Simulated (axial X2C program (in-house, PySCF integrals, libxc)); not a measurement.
**A two-component session on HfH: properties at the nuclei**

Aim: properties at the nuclei of HfH, with spin–orbit coupling in the Hamiltonian from the start.

The runs use an in-house X2C program for linear molecules on PySCF integrals; two-component X2C with atomic mean-field terms, Hf dyall-cv3z, H dyall-v3z.

All values are calculated.

## Step 1: The job

File task.json:

```json
{"zs": [72, 1], "q": 0, "bas": ["dyall-cv3z", "dyall-v3z"], "r0": 1.84, "levels": ["PBE0", "HF", "PBE", "r2SCAN", "BP86"], "nst": 3}
```

Keys: zs atomic numbers; q charge; bas basis sets; r0 starting distance in Å; levels methods (HF also brings MP2); nst determinants followed.

Launch:

```console
python soeom.py task.json out
```

Further steps of the session: Expectation values, lowest determinant; Expectation values, a higher determinant; Expectation values, a higher determinant.

Before running it: what results should come out? Wanted: lowest determinant; Eeff magnitude; Ws magnitude Hf; A∥/gI Hf; qzz Hf; higher determinant (for each run or level that gives them).

The runs gave:

| quantity | value |
| --- | --- |
| lowest determinant | Ω = 3/2 (excess of +ω over −ω: ω = 3/2) |
| Eeff magnitude (GV/cm), PBE0 | 16.9 |
| Ws magnitude Hf (kHz), PBE0 | 10.7 |
| A∥/gI Hf (MHz), PBE0 | 611 |
| qzz Hf (a.u.), PBE0 | -3.54 |
| higher determinant | Ω = 1/2 (excess of +ω over −ω: ω = 1/2) |
| Eeff magnitude (GV/cm), PBE0, higher determinant | 3.85 |
| Ws magnitude Hf (kHz), PBE0, higher determinant | 6.91 |
| A∥/gI Hf (MHz), PBE0, higher determinant | 872 |
| qzz Hf (a.u.), PBE0, higher determinant | -8.30 |
| higher determinant | Ω = 5/2 (excess of +ω over −ω: ω = 5/2) |
| Eeff magnitude (GV/cm), PBE0, higher determinant | 15.1 |
| Ws magnitude Hf (kHz), PBE0, higher determinant | 5.53 |
| A∥/gI Hf (MHz), PBE0, higher determinant | 277 |
| qzz Hf (a.u.), PBE0, higher determinant | -3.55 |

**Reading.** In the first state, the effective field runs from 9.51 to 72.8 GV/cm over the mean-field levels, so the levels don't agree on it. The expectation values come from single determinants, which for open shells can mix terms of unlike spin or miss the lowest Ω, so a determinant need not be a state. Eeff is the effective electric field on the electron dipole moment in this Ω state and Ws the scalar–pseudoscalar constant (defined with the proton number Z and per Ω); A∥ is the parallel hyperfine constant, which follows by multiplying with the nuclear g factor gI = μI/(I μN); qzz is the electric field gradient, eQq0 = 234.96 MHz × Q/barn × qzz; μ is positive if H is the positive end. The operators were transformed with the bare-nucleus X2C matrices.
